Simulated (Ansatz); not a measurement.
# C2H6F2S2Si: basis-set convergence

One table from this session's results is given with a row withheld; the runs are named, their logs left out.

Computed with Ansatz 0.2.0, Gaussian basis. Level: one geometry, several basis sets.

Levels to be run: PBE0-D4/def2-SVP; ωB97M-V/def2-SVP; PBE0-D4/def2-QZVPP; ωB97M-V/def2-QZVPP; the functionals' def2-TZVPP values are taken from earlier runs.

## Structure used throughout

The geometry comes from an earlier relaxation with PBE0-D4 in a triple-zeta def2 set; it is a stationary point, not always the lowest conformer.

SMILES `CS[Si](F)(F)SC`, 13 atoms, charge 0, spin multiplicity 1.

Atoms are counted from 1 here; the program's logs count them from 0.

Bond lengths: C1–S2 1.821 Å, C1–H8 1.089 Å, C1–H9 1.089 Å, C1–H10 1.088 Å, S2–Si3 2.098 Å, Si3–F4 1.586 Å, Si3–F5 1.592 Å, Si3–S6 2.092 Å, S6–C7 1.821 Å, C7–H11 1.089 Å, C7–H12 1.088 Å, C7–H13 1.089 Å. Angles: S2–C1–H8 106.2°, S2–C1–H9 110.8°, S2–C1–H10 110.8°, H8–C1–H9 109.1°, H8–C1–H10 109.4°, H9–C1–H10 110.4°, C1–S2–Si3 100.7°, S2–Si3–F4 112.8°, S2–Si3–F5 108.2°, S2–Si3–S6 111.1°, F4–Si3–F5 105.2°, F4–Si3–S6 107.0°, F5–Si3–S6 112.6°, Si3–S6–C7 99.1°, S6–C7–H11 111.0°, S6–C7–H12 110.8°, S6–C7–H13 106.0°, H11–C7–H12 110.4° and more.

Set-up of the first run:

in.yaml reads:

```yaml
crystal:
  periodic: [false, false, false]
  atoms:
    - {symbol: C, position_ang: [-2.079982, 1.501772, -0.054775]}
    - {symbol: S, position_ang: [-0.528181, 1.167683, 0.837707]}
    - {symbol: Si, position_ang: [0.677990, 0.462341, -0.726631]}
    - {symbol: F, position_ang: [1.195219, 1.623716, -1.674421]}
    - {symbol: F, position_ang: [-0.212557, -0.471105, -1.659609]}
    - {symbol: S, position_ang: [2.370289, -0.520918, 0.013022]}
    - {symbol: C, position_ang: [1.551426, -1.917241, 0.847880]}
    - {symbol: H, position_ang: [-2.814290, 1.770815, 0.703332]}
    - {symbol: H, position_ang: [-1.958020, 2.334711, -0.744995]}
    - {symbol: H, position_ang: [-2.419115, 0.615513, -0.586998]}
    - {symbol: H, position_ang: [0.842069, -1.563540, 1.594012]}
    - {symbol: H, position_ang: [1.052115, -2.559821, 0.125028]}
    - {symbol: H, position_ang: [2.343437, -2.478827, 1.341347]}
basis:
  gaussian: {orbitals: def2-SVP}
hamiltonian: {xc: pbe0, dispersion: d4}
output: {orbitals: {seedname: orbitals}}
```

Launch:

```console
$ ansatz run in.yaml --threads 4 --pin off --events-out ev --progress --plain --max-ram 11315MiB
```

Steps of the session up to this table: PBE0-D4 in def2-SVP; ωB97M-V in def2-SVP; PBE0-D4 in def2-QZVPP; ωB97M-V in def2-QZVPP.

One of the session's tables, all rows but one given; the rest of the session is left out.

It belongs to the step «Functionals by basis». 

```
functional       basis  HOMO (eV)  LUMO (eV)
   PBE0-D4    def2-SVP          ?          ?
   PBE0-D4  def2-TZVPP      -7.45      -0.05
   PBE0-D4  def2-QZVPP      -7.48      -0.23
   ωB97M-V    def2-SVP      -9.57       2.39
   ωB97M-V  def2-TZVPP      -9.65       1.85
   ωB97M-V  def2-QZVPP      -9.68       1.36
```

Q: Estimate the row for PBE0-D4, def2-SVP from the others.

The run gave: HOMO (eV): -7.41; LUMO (eV): 0.35. In the column «HOMO (eV)» it is the highest.
